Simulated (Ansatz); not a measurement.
# C2H6FNO2W: small, medium and large basis sets

Aim: see how fast density functionals converge with the basis set for C2H6FNO2W.

Computed with Ansatz 0.2.0, Gaussian basis. Level: one geometry, several basis sets.

Plan: PBE0-D4/def2-SVP; ωB97M-V/def2-SVP; PBE0-D4/def2-QZVPP; ωB97M-V/def2-QZVPP; the functionals' def2-TZVPP values are taken from earlier runs.

## Step 1: Structure used throughout

All runs share one geometry, relaxed beforehand with PBE0-D4 in a triple-zeta def2 set. W takes the def2 core potential; no spin-orbit term is included.

SMILES `C[N]=[W](=[O])([F])[O]C`, 13 atoms, charge 0, spin multiplicity 1.

Atoms are counted from 1 here; the program's logs count them from 0.

Bond lengths: C1–N2 1.420 Å, C1–H8 1.094 Å, C1–H9 1.095 Å, C1–H10 1.096 Å, N2–W3 1.744 Å, W3–O4 1.708 Å, W3–F5 1.877 Å, W3–O6 1.865 Å, O6–C7 1.406 Å, C7–H11 1.092 Å, C7–H12 1.093 Å, C7–H13 1.093 Å. Angles: N2–C1–H8 110.2°, N2–C1–H9 110.3°, N2–C1–H10 111.5°, H8–C1–H9 107.6°, H8–C1–H10 108.7°, H9–C1–H10 108.5°, C1–N2–W3 154.9°, N2–W3–O4 108.0°, N2–W3–F5 108.5°, N2–W3–O6 107.6°, O4–W3–F5 110.8°, O4–W3–O6 109.4°, F5–W3–O6 112.3°, W3–O6–C7 137.6°, O6–C7–H11 108.8°, O6–C7–H12 111.0°, O6–C7–H13 109.5°, H11–C7–H12 109.3° and more.

## Step 2: PBE0-D4 in def2-SVP

in.yaml reads:

```yaml
crystal:
  periodic: [false, false, false]
  atoms:
    - {symbol: C, position_ang: [0.741379, -2.010654, 0.947791]}
    - {symbol: N, position_ang: [0.754384, -0.630694, 0.615040]}
    - {symbol: W, position_ang: [0.376443, 1.054888, 0.854864]}
    - {symbol: O, position_ang: [-0.578864, 1.185776, 2.265023]}
    - {symbol: F, position_ang: [1.984742, 2.003528, 1.048798]}
    - {symbol: O, position_ang: [-0.611878, 1.628213, -0.619586]}
    - {symbol: C, position_ang: [-1.116800, 1.076374, -1.810640]}
    - {symbol: H, position_ang: [1.762870, -2.371036, 1.104355]}
    - {symbol: H, position_ang: [0.306304, -2.593651, 0.129902]}
    - {symbol: H, position_ang: [0.159897, -2.199689, 1.856869]}
    - {symbol: H, position_ang: [-0.908347, 1.764900, -2.632667]}
    - {symbol: H, position_ang: [-0.651266, 0.110010, -2.022943]}
    - {symbol: H, position_ang: [-2.198365, 0.947233, -1.722107]}
basis:
  gaussian: {orbitals: def2-SVP}
hamiltonian: {xc: pbe0, dispersion: d4}
output: {orbitals: {seedname: orbitals}}
```

The run is started by

```console
> ansatz run in.yaml --threads 2 --pin off --events-out ev --progress --plain --max-ram 32768MiB --backend cpu
```

The log of the run:

```text
Functional definition: PBE0
  name "PBE0"
  cite "Adamo & Barone, J. Chem. Phys. 110, 6158 (1999) doi:10.1063/1.478522"
  cite "Perdew, Burke & Ernzerhof, Phys. Rev. Lett. 77, 3865 (1996) doi:10.1103/PhysRevLett.77.3865"
  parent pbe
  parameter a = 0.25
  parameter kappa = 0.804
  parameter beta = 0.06672455060314922
  exchange = (1 - a)*pbe_x(kappa = kappa, mu = beta*pi^2/3) + a*exact_x
  correlation = pbe_c(beta = beta)
1617 factors; their error is unknown
mean field evaluation 1: about -12264.3065 eV, gradient 9.8e1 eV
mean field evaluation 2: about -12107.5029 eV, gradient 2.8e2 eV
mean field evaluation 4: about -12281.7086 eV, gradient 2.8e1 eV
mean field evaluation 8: about -12283.1441 eV, gradient 5.3e-1 eV
mean field evaluation 16: about -12283.2022 eV, gradient 6.1e-4 eV
mean field -12283.20223267 eV, -451.3993561971 hartree, gradient 7.5e-5 eV, S^2 0.000000; 0 other end points of the search recorded, 0 dependent functions left out
reference -12283.20228267 eV, -451.3993580346 hartree; 32, 32 occupied and 114, 114 virtual orbitals, 1617 factors
Total energy: -12283.45993183 eV, -451.4088264667 hartree
```

It took 3.4 s on 2 threads of AMD EPYC 7R13, shared host; peak memory 0.44 GiB.

## Step 3: ωB97M-V in def2-SVP

Edit in.yaml of step 2 so:

```diff
@@ -18,3 +18,3 @@
   gaussian: {orbitals: def2-SVP}
-hamiltonian: {xc: pbe0, dispersion: d4}
+hamiltonian: {xc: {name: wB97M-V}}
 output: {orbitals: {seedname: orbitals}}
```

Launched as before.

The log of the run, cut to the lines that bear on the results:

```text
Functional definition: wB97M-V
  name "wB97M-V"
  cite "Mardirossian & Head-Gordon, J. Chem. Phys. 144, 214110 (2016) doi:10.1063/1.4952647"
  cite "Becke, J. Chem. Phys. 107, 8554 (1997) doi:10.1063/1.475007"
  cite "Vydrov & Van Voorhis, J. Chem. Phys. 133, 244103 (2010) doi:10.1063/1.3521275"
  # Of w^i u^j: cxij and so on, Table III.
[...]
  gx(w, u) = 1 - cx + cx01*u + cx10*w
  gss(w, u) = css00 + css04*u^4 + css10*w + css20*w^2 + css43*w^4*u^3
  gos(w, u) = cos00 + cos10*w + (cos20 + cos21*u)*w^2 + (cos60 + cos61*u)*w^6
[...]
      + integral(e_c_pw_mod_opposite_spin*gos(b97_w_opposite, b97_u_opposite)) + vv10(b, c)
1592 factors; their error is unknown
349 factors; integrals over basis functions are off by at most 5.3e-5 eV
[...]
mean field -12288.21527772 eV, -451.5835822049 hartree, gradient 7.4e-5 eV, S^2 0.000000; 0 other end points of the search recorded, 0 dependent functions left out
reference -12288.21535492 eV, -451.5835850417 hartree; 32, 32 occupied and 114, 114 virtual orbitals, 1592 factors
Total energy: -12288.21535492 eV, -451.5835850417 hartree
```

Run time: 13 s. Hardware: 2 threads of AMD EPYC 7R13, shared host; peak memory 0.59 GiB.

## Step 4: PBE0-D4 in def2-QZVPP

Edit in.yaml of step 3 so:

```diff
@@ -17,4 +17,4 @@
 basis:
-  gaussian: {orbitals: def2-SVP}
-hamiltonian: {xc: {name: wB97M-V}}
+  gaussian: {orbitals: "def2-QZVPP.json"}
+hamiltonian: {xc: pbe0, dispersion: d4}
 output: {orbitals: {seedname: orbitals}}
```

The run is started by

```console
> ansatz run in.yaml --threads 2 --pin off --events-out ev --progress --plain --max-ram 32768MiB --backend cuda --devices 0, --max-vram 18GiB
```

The log of the run:

```text
Functional definition: PBE0
  name "PBE0"
  cite "Adamo & Barone, J. Chem. Phys. 110, 6158 (1999) doi:10.1063/1.478522"
  cite "Perdew, Burke & Ernzerhof, Phys. Rev. Lett. 77, 3865 (1996) doi:10.1103/PhysRevLett.77.3865"
  parent pbe
  parameter a = 0.25
  parameter kappa = 0.804
  parameter beta = 0.06672455060314922
  exchange = (1 - a)*pbe_x(kappa = kappa, mu = beta*pi^2/3) + a*exact_x
  correlation = pbe_c(beta = beta)
1918 factors; their error is unknown
mean field evaluation 1: about -12272.8703 eV, gradient 1.2e2 eV
mean field evaluation 2: about -12090.6177 eV, gradient 3.2e2 eV
mean field evaluation 4: about -12294.0561 eV, gradient 4.2e1 eV
mean field evaluation 8: about -12296.8853 eV, gradient 6.0e-1 eV
mean field evaluation 16: about -12296.8994 eV, gradient 1.2e-3 eV
mean field -12296.89936118 eV, -451.9027163857 hartree, gradient 4.5e-5 eV, S^2 0.000000; 0 other end points of the search recorded, 0 dependent functions left out
reference -12296.89940975 eV, -451.9027181705 hartree; 32, 32 occupied and 571, 571 virtual orbitals, 1918 factors
Total energy: -12297.15705891 eV, -451.9121866026 hartree
```

Run time: 15 s. Hardware: 1 × H100 (card shared with other runs) with 2 threads of AMD EPYC 7R13, shared host; peak host memory 1.1 GiB.

## Step 5: ωB97M-V in def2-QZVPP

Edit in.yaml of step 4 so:

```diff
@@ -18,3 +18,3 @@
   gaussian: {orbitals: "def2-QZVPP.json"}
-hamiltonian: {xc: pbe0, dispersion: d4}
+hamiltonian: {xc: {name: wB97M-V}}
 output: {orbitals: {seedname: orbitals}}
```

The command is unchanged.

The log of the run, cut to the lines that bear on the results:

```text
Functional definition: wB97M-V
  name "wB97M-V"
  cite "Mardirossian & Head-Gordon, J. Chem. Phys. 144, 214110 (2016) doi:10.1063/1.4952647"
  cite "Becke, J. Chem. Phys. 107, 8554 (1997) doi:10.1063/1.475007"
  cite "Vydrov & Van Voorhis, J. Chem. Phys. 133, 244103 (2010) doi:10.1063/1.3521275"
  # Of w^i u^j: cxij and so on, Table III.
[...]
  gx(w, u) = 1 - cx + cx01*u + cx10*w
  gss(w, u) = css00 + css04*u^4 + css10*w + css20*w^2 + css43*w^4*u^3
  gos(w, u) = cos00 + cos10*w + (cos20 + cos21*u)*w^2 + (cos60 + cos61*u)*w^6
[...]
      + integral(e_c_pw_mod_opposite_spin*gos(b97_w_opposite, b97_u_opposite)) + vv10(b, c)
1878 factors; their error is unknown
465 factors; integrals over basis functions are off by at most 6.9e-6 eV
[...]
mean field -12302.30516912 eV, -452.1013761634 hartree, gradient 7.2e-5 eV, S^2 0.000000; 0 other end points of the search recorded, 0 dependent functions left out
reference -12302.30524648 eV, -452.1013790062 hartree; 32, 32 occupied and 571, 571 virtual orbitals, 1878 factors
Total energy: -12302.30524648 eV, -452.1013790062 hartree
```

Wall time 30 s (1 × H100 (card shared with other runs) with 2 threads of AMD EPYC 7R13, shared host); peak host memory 1.2 GiB.

## Step 6: Functionals by basis

The def2-TZVPP values come from earlier runs at the same geometry.

| functional | basis | functions | energy (eV) | from the largest (eV) | HOMO (eV) | LUMO (eV) |
| --- | --- | --- | --- | --- | --- | --- |
| PBE0-D4 | def2-SVP | 146 | -12283.4599 | 13.697 | -7.61 | -1.04 |
| PBE0-D4 | def2-TZVPP | 326 | -12296.5627 | 0.594 | -7.64 | -1.07 |
| PBE0-D4 | def2-QZVPP | 603 | -12297.1571 | 0.000 | -7.66 | -1.10 |
| ωB97M-V | def2-SVP | 146 | -12288.2154 | 14.090 | -9.85 | 1.04 |
| ωB97M-V | def2-TZVPP | 326 | -12301.7398 | 0.565 | -9.89 | 1.02 |
| ωB97M-V | def2-QZVPP | 603 | -12302.3052 | 0.000 | -9.91 | 0.75 |

## Step 7: Summary of results

| quantity | value |
| --- | --- |
| PBE0-D4: double and triple zeta above quadruple | 13.70, 0.59 eV |
| ωB97M-V: double and triple zeta above quadruple | 14.09, 0.57 eV |

PBE0-D4 gains 13.10 eV from double to triple zeta, then 0.59 eV more. These are total energies; as a rule much of such shifts cancels in differences, which this series doesn't test.
